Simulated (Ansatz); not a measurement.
# Germanium, simple cubic under LDA: from relaxation to bulk modulus

What does LDA give for germanium in the simple cubic structure? We relax it, solve it on a dense k-mesh, switch on spin-orbit coupling, then scale the cell to 7 volumes from 88 to 112 % of the relaxed one and try a fit of the equation of state. The k-meshes are 11×11×11 for the relaxation; 19×19×19 for the dense run; 12×12×12 for spin-orbit coupling; 13×13×13 for the volumes.

This is Ge in the simple cubic structure; at room conditions it is diamond.

Method: DFT LDA (PW92), plane waves (420 eV) with PAW, scalar-relativistic; PBE-made PAW files, in Ansatz 0.2.0.

## 1. The system as given

The structure is cubic, space group Pm-3m (No. 221). Conventional cell: a = 2.749 Å, b = 2.749 Å, c = 2.749 Å, α = 90.00°, β = 90.00°, γ = 90.00°. Ge (site symmetry m-3m) is surrounded by 6 Ge at 2.75 Å.

Structure file:

```
Ge
1.0
     2.74915    0.00000    0.00000
     0.00000    2.74915    0.00000
     0.00000    0.00000    2.74915
Ge
1
Direct
  0.00000 0.00000 0.00000
```

## 2. Geometry optimisation

Input file input.yaml:

```yaml
crystal:
  lattice:
    - [2.749147533, 0.0, 0.0]
    - [0.0, 2.749147533, 0.0]
    - [0.0, 0.0, 2.749147533]
  atoms:
    - { symbol: Ge, position: [0.0, 0.0, 0.0] }
hamiltonian:
  xc: lda
  pseudopotentials:
    kind: paw
    azcp:
      Ge: "pseudopotentials/Ge.paw.azcp"
basis:
  ecutwfc: 420
  fft_grid_basis: typed
kpoints:
  mp_grid: { grid: [11, 11, 11], shift: [0, 0, 0] }
magnetization:
  spin_polarized: false
scf:
  occupations: { method: fermi_dirac, width: 0.1 }
relax:
  max_steps: 60
  f_tol: 0.01
  cell: {}
```

Started as:

```sh
> ansatz run input.yaml --threads 2 --pin off --max-ram 5120MiB --backend cpu --events-out ev --progress --plain --runs-dir out
```

The runs that follow: The energy on a finer k-mesh; A two-component run at the same geometry; At 88 % of the relaxed volume; At 92 % of the relaxed volume; At 96 % of the relaxed volume; At 100 % of the relaxed volume; At 104 % of the relaxed volume; At 108 % of the relaxed volume; At 112 % of the relaxed volume.

Q: Predict the outcome of this session. Wanted: space group; conventional cell; volume; shortest distance; gap on the mesh; relative to diamond; V₀, B₀, B₀′.

**Answer**, as computed:

| quantity | value |
| --- | --- |
| space group (spins left aside) | Pm-3m (No. 221) |
| conventional cell | a = 2.647 Å |
| volume | 18.539 Å³/atom |
| shortest distance | 2.647 Å |
| gap on the mesh | none (levels filled in part) |
| relative to diamond | +195 meV/atom |
| V₀, B₀, B₀′ | 18.524 Å³/atom, 83 GPa, 4.7 |

From the guessed start the volume shrank by 10.8 % in 5 steps. Against the reference form of germanium (diamond, computed apart with the same settings) it stands 195 meV/atom higher, so it is far from stable. Levels at the Fermi energy are filled in part, as in a metal. The total energy of the spin-orbit run (on a coarser mesh) lies -74 meV/atom from the scalar one; mesh and treatment of the core enter this figure, so it is no spin-orbit energy. B₀ comes out at 83 GPa. The symmetry was held, so the structure may be unstable against distortions that break it.
